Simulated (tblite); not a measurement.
# C4H13AlGeO: the cost of one run

The runs use tblite 0.8.0 and PySCF 2.14.0, with density-fitted response routines of our own; the level of theory stands in each step. All values are computed, except where a source is named. Atoms count from 0, in the outputs and in this text.

## 1. The starting structure

20 atoms, charge 0, multiplicity 1; geometry from: force field or distance geometry start.

Bonds of the start (Å): C0–C1 1.33, C1–C2 1.52, C2–Al3 1.99, Al3–O4 1.85, O4–C5 1.41, O4–Ge6 1.81, C0–H7 1.08, C0–H8 1.08, C1–H9 1.08, C2–H10 1.10, C2–H11 1.12, Al3–H12 1.61, Al3–H13 1.61, C5–H14 1.11, C5–H15 1.13, C5–H16 1.11, Ge6–H17 1.55, Ge6–H18 1.54, Ge6–H19 1.55.

## 2. Optimising the geometry with GFN2-xTB

The job: settings as JSON, then the geometry in Å.

```
{"job": {"kind": "relax", "xc": "GFN2-xTB", "basis": "xTB"}, "charge": 0, "multiplicity": 1}
C     -2.487300     0.902300    -1.061900
C     -1.526200     1.604800    -0.476900
C     -1.154800     1.382800     0.978200
Al    -0.235700    -0.358900     1.246900
O      0.669900    -0.854700    -0.285400
C      1.111200    -2.190100    -0.185100
Ge     2.131100     0.206000    -0.359800
H     -3.046600     0.152800    -0.512700
H     -2.735300     1.089400    -2.100300
H     -0.998100     2.361300    -1.028800
H     -0.471000     2.184900     1.300600
H     -2.079600     1.429800     1.608700
H     -1.336300    -1.474400     1.607700
H      0.785600    -0.248900     2.480200
H      0.242000    -2.870900    -0.126000
H      1.765100    -2.361800     0.719600
H      1.678600    -2.478000    -1.094200
H      3.008600    -0.013900     0.904400
H      2.964300    -0.144300    -1.608600
H      1.709300     1.692500    -0.443400
```

Run with:

```sh
OMP_NUM_THREADS=1 python probes_run.py task.json out
```

One launch serves the whole session: the jobs run in the order shown.

**Question.** How long does this first job take on 1 thread of Arm Neoverse N1, shared host, and how much memory does it need?

About 3.9 s, with a peak of 0.18 GiB.
